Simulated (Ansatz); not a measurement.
# C₃H₄F₂Ge: small, medium and large basis sets

An exercise on one series of results from a longer session: the logs are not shown, and one member is left open.

The runs use Ansatz 0.2.0, Gaussian basis; one geometry, several basis sets.

Plan: PBE0-D4/def2-SVP; ωB97M-V/def2-SVP; PBE0-D4/def2-QZVPP; ωB97M-V/def2-QZVPP; the functionals' def2-TZVPP values are taken from earlier runs.

### Structure used throughout

The geometry comes from an earlier relaxation with PBE0-D4 in a triple-zeta def2 set; it is a stationary point, not always the lowest conformer.

10 atoms, charge 0, spin multiplicity 1.

Atoms are counted from 1 here; the program's logs count them from 0.

Bond lengths: C1–C2 1.204 Å, C1–H7 1.066 Å, C2–Ge3 1.885 Å, Ge3–C4 1.917 Å, Ge3–F5 1.725 Å, Ge3–F6 1.725 Å, C4–H8 1.090 Å, C4–H9 1.090 Å, C4–H10 1.090 Å. Angles: C2–C1–H7 179.4°, C1–C2–Ge3 177.4°, C2–Ge3–C4 117.4°, C2–Ge3–F5 107.4°, C2–Ge3–F6 107.4°, C4–Ge3–F5 109.8°, C4–Ge3–F6 109.8°, F5–Ge3–F6 104.2°, Ge3–C4–H8 109.7°, Ge3–C4–H9 109.6°, Ge3–C4–H10 109.2°, H8–C4–H9 109.3°, H8–C4–H10 109.5°, H9–C4–H10 109.5°.

Coordinates:

```xyz
10
charge 0, multiplicity 1
C     1.6260    1.8261   -1.2337
C     0.7276    1.0918   -0.9131
Ge   -0.6309   -0.0843   -0.3441
C    -0.2954   -1.1231    1.2315
F    -0.9949   -1.1296   -1.6676
F    -2.0663    0.8496   -0.1344
H     2.4155    2.4804   -1.5271
H     0.5870   -1.7449    1.0799
H    -0.1278   -0.4591    2.0796
H    -1.1578   -1.7583    1.4318
```

The first run:

The input, in.yaml:

```yaml
crystal:
  periodic: [false, false, false]
  atoms:
    - {symbol: C, position_ang: [1.626020, 1.826135, -1.233737]}
    - {symbol: C, position_ang: [0.727640, 1.091803, -0.913069]}
    - {symbol: Ge, position_ang: [-0.630900, -0.084313, -0.344063]}
    - {symbol: C, position_ang: [-0.295366, -1.123112, 1.231515]}
    - {symbol: F, position_ang: [-0.994857, -1.129559, -1.667554]}
    - {symbol: F, position_ang: [-2.066317, 0.849626, -0.134398]}
    - {symbol: H, position_ang: [2.415544, 2.480353, -1.527091]}
    - {symbol: H, position_ang: [0.587020, -1.744893, 1.079909]}
    - {symbol: H, position_ang: [-0.127753, -0.459072, 2.079551]}
    - {symbol: H, position_ang: [-1.157830, -1.758268, 1.431836]}
basis:
  gaussian: {orbitals: def2-SVP}
hamiltonian: {xc: pbe0, dispersion: d4}
output: {orbitals: {seedname: orbitals}}
```

Command:

```sh
ansatz run in.yaml --threads 4 --pin off --events-out ev --progress --plain --max-ram 10444MiB
```

Steps of the session up to this table: PBE0-D4 in def2-SVP; ωB97M-V in def2-SVP; PBE0-D4 in def2-QZVPP; ωB97M-V in def2-QZVPP.

One table of the session follows, with a row left open; its other results are not shown here.

It belongs to the step «Functionals by basis». 

| functional | basis | HOMO (eV) |
| --- | --- | --- |
| PBE0-D4 | def2-SVP | -8.84 |
| PBE0-D4 | def2-TZVPP | -8.89 |
| PBE0-D4 | def2-QZVPP | -8.91 |
| ωB97M-V | def2-SVP | ? |
| ωB97M-V | def2-TZVPP | -11.17 |
| ωB97M-V | def2-QZVPP | -11.19 |

Estimate the missing values for ωB97M-V, def2-SVP.

As computed: HOMO (eV): -11.10. In the column «HOMO (eV)» it lies between ωB97M-V, def2-TZVPP (-11.17) and PBE0-D4, def2-QZVPP (-8.91).
